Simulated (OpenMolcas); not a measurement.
# Ti²⁺ among point charges: CASSCF and CASPT2 levels, g values and susceptibility

How does a field of 6 point charges split the states of Ti²⁺, and what g values and χT follow?

Method: state-averaged CASSCF and CASPT2, spin-orbit coupling by RASSI with atomic mean-field integrals. Code: OpenMolcas 26.06.

### Step 1. The atom as given

* Species: Ti²⁺ (titanium, Z = 22, 20 electrons)
* Basis: ANO-RCC-VDZP [5s4p2d1f], 34 functions
* Scalar Hamiltonian: DKH2, point nucleus
* Inactive shells: 1s 2s 2p 3s 3p
* Active space: 2 electrons in 5 orbitals (3d)
* Some configurations of this space: 3d2
* Orbitals: optimised for each spin and parity, averaged over all roots

The outer shells:

3d2
```
3d [↑ ][↑ ][  ][  ][  ]
```

The ion sits among 6 point charges of -1.5 e arranged as an octahedron (Oh), 1.82 Å from the ion.

The work runs as a chain of OpenMolcas steps in one folder; each step below is one input file. The outputs are cut to the sections that carry results. Labels, J, g values, rates, χT and fits are worked out afterwards by a script from the matrices that RASSI stores. The input lists half of the charges; inversion (Group=XYZ) makes the rest.

### Step 2. One- and two-electron integrals

Input file a.inp:

```
&GATEWAY
Coord
1

Ti 0.0 0.0 0.0
Basis=ANO-RCC-VDZP
Group=XYZ
NoMove
AngMom=0.0 0.0 0.0
AMFI
XField
3 Angstrom 0
1.820000 0.000000 0.000000 -1.500000
0.000000 1.820000 0.000000 -1.500000
0.000000 0.000000 1.820000 -1.500000
&SEWARD
```

Started as:

```
> OMP_NUM_THREADS=1 MOLCAS_MEM=1689 MOLCAS_PROJECT=a pymolcas a.inp > a.log
```

### Step 3. CASSCF: triplets of even parity, 10 roots

Input file a.inp:

```
&RASSCF
FileOrb=start.orb
Symmetry=1
Spin=3
nActEl=2 0 0
Inactive=3 6
Ras2=5 0
CIRoot=10 10 1
SDav=10
CIMx=300
Iter=120 100
PrWF=0.3
OrbListing=Nothing
MaxOrb=0
>>> COPY $Project.JobIph JOB001
```

start.orb holds the contracted functions of the basis, ordered by shell, or the orbitals of the step before.

### Step 4. CASSCF: singlets of even parity, 15 roots

Input file a.inp:

```
&RASSCF
FileOrb=start.orb
Symmetry=1
Spin=1
nActEl=2 0 0
Inactive=3 6
Ras2=5 0
CIRoot=15 15 1
SDav=15
CIMx=300
Iter=120 100
PrWF=0.3
OrbListing=Nothing
MaxOrb=0
>>> COPY $Project.JobIph JOB002
```

### Step 5. RASSI: spin-orbit coupling between the states

Input file a.inp:

```
&RASSI
NrOfJobIphs=2 10 15
1 2 3 4 5 6 7 8 9 10
1 2 3 4 5 6 7 8 9 10 11 12 13 14 15
IphNames
JOB001
JOB002
EJob
SpinOrbit
DIPRint=1.0
SOCoupling=1000.0
Subsets=2
Property=9
'ANGMOM' 1 'ANGMOM' 2 'ANGMOM' 3 'MLTPL  1' 1 'MLTPL  1' 2 'MLTPL  1' 3
'AMFI' 1 'AMFI' 2 'AMFI' 3
SOProperty=3
'ANGMOM' 1 'ANGMOM' 2 'ANGMOM' 3
```

### Step 6. CASPT2: IPEA 0.25, imaginary shift 0.1 (closed shells correlated: 3s 3p)

Input file a.inp:

```
>>> COPY JOB001 $Project.JobIph
&CASPT2
Multistate=10 1 2 3 4 5 6 7 8 9 10
NoMult
Frozen=2 3
IPEA=0.25
Imaginary=0.1
MaxIter=60
WThr=0.0 0.3 0.05
PrWF=0.5
NoMix
>>> COPY JOB002 $Project.JobIph
&CASPT2
Multistate=15 1 2 3 4 5 6 7 8 9 10 11 12 13 14 15
NoMult
Frozen=2 3
IPEA=0.25
Imaginary=0.1
MaxIter=60
WThr=0.0 0.3 0.05
PrWF=0.5
NoMix
```

(Steps that only read results are left out.)

Before running it: what results should come out? Wanted: spin-free ground state; first state of the same spin; lowest level; next level.

As calculated:

| quantity | value |
| --- | --- |
| method | SS-CASPT2, IPEA 0.25, imaginary shift 0.1 (closed shells correlated: 3s 3p) |
| spin-free ground state | 3T1, 3-fold in its orbital part |
| first state of the same spin | 3T2 at 14200 cm⁻¹ |
| lowest level | 2-fold E, g = 0.00, 0.00, 0.00 |
| next level | 1.6 cm⁻¹ |
| χT at 300 K | 1.16 cm³ K/mol |
| effective moment at 300 K | 3.05 μB |

Cost by method:

```tsv
method	time of its own steps	time with the reference
A. CASSCF	5.2 s	5.2 s
B. SS-CASPT2, IPEA 0.25, imaginary shift 0.1, +3s 3p	1.5 s	6.7 s
```

Times are of one thread on a shared host.

The spin-free ground state (3T1) comes to 93 % from free-ion F terms and keeps the highest spin of the shell. χT at 300 K is 1.16, against 1.00 cm³ K/mol for the spin alone, so orbital moment adds to it. A ligand-field fit to the states below 45000 cm-1 gives 10Dq = 17056 cm-1, B = 597 cm-1 and C = 2437 cm-1 (C/B = 4.08), with a deviation of 761 cm-1. CASPT2 does not keep the components of a term degenerate, and the means are used. Point charges give too small a field for d ions at true ligand charges. This is an electrostatic model: the charges have no orbitals.
